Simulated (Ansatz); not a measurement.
# AsFH6Si2: the cost of one run

Program: Ansatz 0.2.0, driven from Python. Level of theory: MP2/def2-SVP. These are calculated values, not measurements.

### Step 1. The system

Bond lengths: F1–Si2 1.686 Å, Si2–As3 2.321 Å, As3–Si4 2.321 Å, Si2–H5 1.470 Å, Si2–H6 1.471 Å, As3–H7 1.564 Å, Si4–H8 1.470 Å, Si4–H9 1.470 Å, Si4–H10 1.471 Å. Angles (14 of 15 angles, heavy atoms first): F1–Si2–As3 109.4°, Si2–As3–Si4 92.1°, F1–Si2–H5 109.5°, F1–Si2–H6 109.4°, As3–Si2–H5 109.4°, As3–Si2–H6 109.6°, Si2–As3–H7 92.5°, Si4–As3–H7 92.5°, As3–Si4–H8 109.4°, As3–Si4–H9 109.4°, As3–Si4–H10 109.6°, H5–Si2–H6 109.5°, H8–Si4–H9 109.6°, H8–Si4–H10 109.4°.

The script holds or builds the structure itself.

### Step 2. The code

The input, scan_asfh6si2.py:

```python
"""Potential curve of AsFH6Si2 along one bond."""

import ansatz as az
import matplotlib.pyplot as plt
import numpy as np

GEOMETRY = """
F     3.15360   -0.39480    0.36170
Si    1.64560    0.04340   -0.25220
As    0.09650    0.10310    1.47500
Si   -1.67850    0.28860   -0.00860
H     1.73510    1.37320   -0.87300
H     1.22350   -0.94090   -1.25990
H    -0.01500   -1.45580    1.52140
H    -2.94330    0.09750    0.71650
H    -1.66080    1.62310   -0.62570
H    -1.55660   -0.73750   -1.05500
"""


def main() -> None:
    molecule = az.Crystal.molecule()
    for line in GEOMETRY.strip().splitlines():
        symbol, *xyz = line.split()
        molecule = molecule.atom(symbol, [float(v) for v in xyz])

    symbols = [site.symbol for site in molecule.cartesian_sites]
    start = np.array([site.position_ang for site in molecule.cartesian_sites])
    axis = (start[3] - start[2]) / np.linalg.norm(start[3] - start[2])
    moving = [3, 7, 8, 9]
    lengths, energies = [2.042, 2.135, 2.228, 2.321, 2.414, 2.506, 2.599, 2.739], []
    for length in lengths:
        xyz = start.copy()
        xyz[moving] += (length - np.linalg.norm(start[3] - start[2])) * axis
        point = az.Crystal.molecule()
        for symbol, place in zip(symbols, xyz):
            point = point.atom(symbol, place.tolist())
        calc = point.calculation()
        calc = calc.basis(gaussian="def2-SVP")
        calc = calc.correlation("MP2")
        summary = calc.run(threads=1).report
        energies.append(summary["free_energy_ev"])
        print(f"r = {length:6.3f} A  E = {energies[-1]:.5f} eV  <S^2> = {abs(summary['mean_field']['state']['spin_squared']):.3f}")

    # quartic fit about the minimum
    fit = np.polynomial.Polynomial.fit(lengths, np.array(energies) - min(energies), 4).convert()
    roots = [r.real for r in fit.deriv().roots() if abs(r.imag) < 1e-9 and fit.deriv(2)(r.real) > 0]
    r_e = min(roots, key=lambda r: abs(r - lengths[int(np.argmin(energies))]))
    print(f"minimum of the fit at {r_e:.4f} A, force constant {fit.deriv(2)(r_e):.2f} eV/A^2")
    plt.figure(figsize=(4.5, 3))
    plt.plot(lengths, np.array(energies) - min(energies), "o-")
    plt.xlabel("bond length (A)")
    plt.ylabel("E - E(min) (eV)")
    plt.tight_layout()
    plt.savefig("scan.png", dpi=100)


if __name__ == "__main__":
    main()
```

### Step 3. Running it

Run with:

```sh
python scan_asfh6si2.py
```

**Question.** How long does this script take on 1 thread of Arm Neoverse V1, shared host, and how much memory does it need?

About 24 s, with a peak of 0.33 GiB.
